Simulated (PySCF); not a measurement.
# RuOCl: relaxation and vibrations of the quartet

Aim: relax RuOCl as a quartet from a bent start, check by its vibrations whether the end is a minimum, and collect its spectrum and constants.

Program: PySCF 2.14.0. Level of theory: PBE0, basis Ru def2-TZVP with ECP28, O def2-TZVP, Cl def2-TZVP, scalar-relativistic core potentials, no spin–orbit coupling, density fitting. These are calculated values, not measurements.

### Step 1. Starting geometry

3 atoms, charge 0, spin multiplicity 4.

Bond lengths: Ru1–O2 1.710 Å, Ru1–Cl3 2.240 Å. Angles: O2–Ru1–Cl3 110.0°.

Coordinates in bohr (charge 0 multiplicity 4):
```
Ru    0.0000    0.0000    0.0000
O    -2.6469    0.0000    1.8534
Cl    3.4675    0.0000    2.4279
```

### Step 2. The SCF at the typed geometry

One driver script runs all steps and calls PySCF; scf.py shows how it sets up the SCF of each step. The optimiser is the driver's own. After this first run the driver tries any further starts and a stability analysis.

The input, scf.py:

```python
from pyscf import gto, scf, dft
mol = gto.M(atom='''
Ru     0.000000     0.000000     0.000000
O     -1.400700     0.000000     0.980800
Cl     1.834900     0.000000     1.284800''',
    basis={'Ru': 'def2-TZVP', 'O': 'def2-TZVP', 'Cl': 'def2-TZVP'},
    ecp={'Ru': 'def2-TZVP'},
    charge=0, spin=3)
mf = dft.UKS(mol, xc='PBE0')
mf.grids.atom_grid = (50, 194)
aux = {'Ru': 'def2-universal-JKFIT', 'O': 'def2-universal-JKFIT', 'Cl': 'def2-universal-JKFIT'}
mf = mf.density_fit(auxbasis=aux)
mf.conv_tol = 1e-08
mf.diis_space = 10
mf.max_cycle = 60
mf.init_guess = 'minao'
mf.verbose = 4
mf.kernel()
```

On the command line:

```
OMP_NUM_THREADS=4 python axn.py task.json out
```

Log:

```text
init E= -622.265134949035
[... the frontier-level lines of each cycle are left out ...]
cycle= 1 E= -629.479218608463  delta_E= -7.21  |g|= 1.14  |ddm|= 2.97
cycle= 2 E= -624.512335290447  delta_E= 4.97  |g|= 2.89  |ddm|= 4.32
cycle= 3 E= -629.881059996993  delta_E= -5.37  |g|= 0.744  |ddm|= 4.17
cycle= 4 E= -629.834790387599  delta_E= 0.0463  |g|= 0.839  |ddm|= 0.695
cycle= 5 E= -630.105560151822  delta_E= -0.271  |g|= 0.0617  |ddm|= 0.393
cycle= 6 E= -630.107089666147  delta_E= -0.00153  |g|= 0.0539  |ddm|= 0.0998
cycle= 7 E= -630.108649427097  delta_E= -0.00156  |g|= 0.0177  |ddm|= 0.0484
cycle= 8 E= -630.108908740515  delta_E= -0.000259  |g|= 0.0106  |ddm|= 0.0304
cycle= 9 E= -630.108978049651  delta_E= -6.93e-05  |g|= 0.00269  |ddm|= 0.0132
cycle= 10 E= -630.108986301681  delta_E= -8.25e-06  |g|= 0.000852  |ddm|= 0.00433
cycle= 11 E= -630.108989642307  delta_E= -3.34e-06  |g|= 0.00047  |ddm|= 0.00406
cycle= 12 E= -630.108990347506  delta_E= -7.05e-07  |g|= 0.000172  |ddm|= 0.00201
cycle= 13 E= -630.108990474372  delta_E= -1.27e-07  |g|= 7.29e-05  |ddm|= 0.000873
cycle= 14 E= -630.108990498561  delta_E= -2.42e-08  |g|= 3.46e-05  |ddm|= 0.00035
cycle= 15 E= -630.10899050601  delta_E= -7.45e-09  |g|= 1.92e-05  |ddm|= 0.000214
Extra cycle  E= -630.108990507307  delta_E= -1.3e-09  |g|= 2.88e-05  |ddm|= 7.19e-05
converged SCF energy = -630.108990507307  <S^2> = 3.7696173  2S+1 = 4.0097966
```

This step, with its further starts and checks, ran for 16 s (4 threads of Arm Neoverse V2, shared host).

The starts that the driver tried:

```csv
start,energy (Eh)
the minimal-basis guess,-630.108991
a thermally smeared density,-630.108991
a smeared PBE density,-630.108991
```

This is not the lowest solution: one lies 7.9 kJ/mol lower, at -630.11201 Eh, and the relaxation starts from that.

### Step 3. Relaxing the quartet from the bent start

The program finds Cs symmetry in the start, which this walk keeps. The walk stops when the largest gradient is under 0.0003 Eh/bohr and the energy has settled too.

scf.py, as its differences from that of step 2:

```diff
@@ -3,3 +3,3 @@
-Ru     0.000000     0.000000     0.000000
-O     -1.400700     0.000000     0.980800
-Cl     1.834900     0.000000     1.284800''',
+Ru    -0.273178     0.000000    -0.396523
+O     -1.673878     0.000000     0.584277
+Cl     1.561722     0.000000     0.888277''',
@@ -16 +15,0 @@
-mf.init_guess = 'minao'
```

Steps of the walk:

```csv
step,energy (Eh),change (kJ/mol),largest symmetric gradient (Eh/bohr)
0,-630.112011,0.00,0.03546
1,-630.115200,-8.37,0.01148
2,-630.116234,-11.09,0.00308
3,-630.116642,-12.16,0.00448
4,-630.116664,-12.22,0.00066
5,-630.116666,-12.22,0.00000
```

The walk took 9.3 s.

Geometry (Å) and forces (eV/Å) at some steps:

```
step 0
Ru  -0.273   0.000  -0.397  -1.221   0.000   1.824
O   -1.674   0.000   0.584   1.377   0.000  -1.387
Cl   1.562   0.000   0.888  -0.156   0.000  -0.437
step 1
Ru  -0.283   0.000  -0.340   0.529   0.000   0.126
O   -1.682   0.000   0.547  -0.590   0.000   0.067
Cl   1.580   0.000   0.869   0.061   0.000  -0.193
step 3
Ru  -0.273   0.000  -0.250  -0.230   0.000   0.100
O   -1.769   0.000   0.491   0.200   0.000  -0.109
Cl   1.657   0.000   0.834   0.031   0.000   0.009
step 5
Ru  -0.275   0.000  -0.245   0.000   0.000   0.000
O   -1.770   0.000   0.488   0.000   0.000   0.000
Cl   1.660   0.000   0.833   0.000   0.000  -0.001
```

After 5 steps and 12.2 kJ/mol it ends at Cs: Ru–Cl 2.215 Å, Ru–O 1.666 Å; Cl–Ru–O 124.7°.

### Step 4. Hessian and properties

The point is checked on the finer grid, and tightened if its gradient asks for it. The Hessian and the dipole derivatives come from central differences of analytic gradients, with steps of 0.02 bohr.

scf.py, as its differences from that of step 3:

```diff
@@ -3,3 +3,3 @@
-Ru    -0.273178     0.000000    -0.396523
-O     -1.673878     0.000000     0.584277
-Cl     1.561722     0.000000     0.888277''',
+Ru    -0.286066     0.000000    -0.323819
+O     -1.781356     0.000000     0.410215
+Cl     1.648501     0.000000     0.755350''',
@@ -10 +10 @@
-mf.grids.atom_grid = (50, 194)
+mf.grids.atom_grid = (75, 302)
@@ -13 +13 @@
-mf.conv_tol = 1e-08
+mf.conv_tol = 1e-10
```

This SCF starts from the last density.

Log of the central SCF (cycles and frontier levels):

```text
init E= -630.116688521891
[... the frontier-level lines of each cycle are left out ...]
cycle= 1 E= -630.116688521864  delta_E= 2.69e-11  |g|= 1.24e-05  |ddm|= 9.76e-06
cycle= 2 E= -630.116688521171  delta_E= 6.93e-10  |g|= 4.59e-05  |ddm|= 2.57e-05
cycle= 3 E= -630.116688521941  delta_E= -7.7e-10  |g|= 1.81e-06  |ddm|= 1.98e-05
cycle= 4 E= -630.116688521948  delta_E= -7.28e-12  |g|= 1.38e-06  |ddm|= 3.12e-06
Extra cycle  E= -630.116688521965  delta_E= -1.66e-11  |g|= 1.45e-06  |ddm|= 5.82e-06
converged SCF energy = -630.116688521965  <S^2> = 3.7630169  2S+1 = 4.0065032
```

The whole step took 36 s.

Geometry: Cs; Ru–Cl 2.215 Å, Ru–O 1.666 Å; Cl–Ru–O 124.7°.

Modes, for the most abundant isotopes:

| symmetry | ω (cm⁻¹) | IR (km/mol) |
| --- | --- | --- |
| a' | 146 | 12.7 |
| a' | 406 | 45.9 |
| a' | 999 | 122 |

Every mode is real; the point is a minimum.

Constants and moments:

* Dipole moment: 2.63 D
* Highest occupied level: -7.40 eV
* Lowest empty level: -3.71 eV
* Rotational constants: 0.8199, 0.101, 0.08993 cm⁻¹
* Zero-point energy: 9.3 kJ/mol
* Principal polarisabilities: 36.1, 43.8, 68.2 bohr³
* Atomisation energy without zero-point energy: 804 kJ/mol
* Principal traceless quadrupole moments about the centre of mass: -6.87, 3.28, 3.59 D Å
* Entropy at 298.15 K and 1 bar (electronic part: spin only): 303.0 J/(mol K)
* Heat capacity Cp at 298.15 K: 48.9 J/(mol K)
* Enthalpy at 298.15 K above 0 K: 12.52 kJ/mol
* Rotational symmetry number: 1
* Spin squared ⟨S²⟩: 3.763

Populations by atom (charges in e):

| atom | Mulliken | Löwdin | polar tensor | spin (Mulliken) | Mayer order to Ru1 |
| --- | --- | --- | --- | --- | --- |
| Ru1 | 0.91 | 0.27 | 1.20 | 2.46 | – |
| O2 | -0.52 | -0.26 | -0.67 | 0.51 | 1.91 |
| Cl3 | -0.40 | -0.02 | -0.53 | 0.03 | 0.98 |

Outer orbital energies (eV). α occupied: -12.42, -11.12, -10.32, -9.75, -8.94, -8.49, -7.48, -7.40; empty: -3.48, -1.48, -0.09, 1.05. β occupied: -22.54, -11.99, -11.68, -10.61, -10.16, -9.76, -9.27, -7.54; empty: -3.71, -3.53, -2.87, -2.58.

Mulliken populations on Ru1 (outside its core potential): s 2.43, p 6.23, d 6.41, f 0.02.

### Step 5. Results

| quantity | value |
| --- | --- |
| minimum | quartet, Cs |
| geometry | Ru–Cl 2.215 Å, Ru–O 1.666 Å; Cl–Ru–O 124.7° |
| wavenumbers (cm⁻¹) | 146 (a'), 406 (a'), 999 (a') |
| dipole moment | 2.63 D |
| highest occupied, lowest empty level (either spin) | -7.40, -3.71 eV |
| polar-tensor charge of Ru1 | +1.20 e |
| zero-point energy | 9.3 kJ/mol |
| entropy at 298.15 K | 303.0 J/(mol K) |
| atomisation energy (no zero-point energy) | 804 kJ/mol |
| ⟨S²⟩ | 3.763 |

In words: The bent start keeps its Cs symmetry and ends in a minimum. The strongest infrared band lies at 999 cm⁻¹ (a', stretch). Most of the spin sits on Ru1 (Mulliken spin 2.46, against 3 for the whole molecule). The first SCF alone would have been 8 kJ/mol too high. Other starts or spin states, not run here, may lie lower. One determinant may miss the lowest occupation of an open d or f shell.

The search up to here took 62 s.
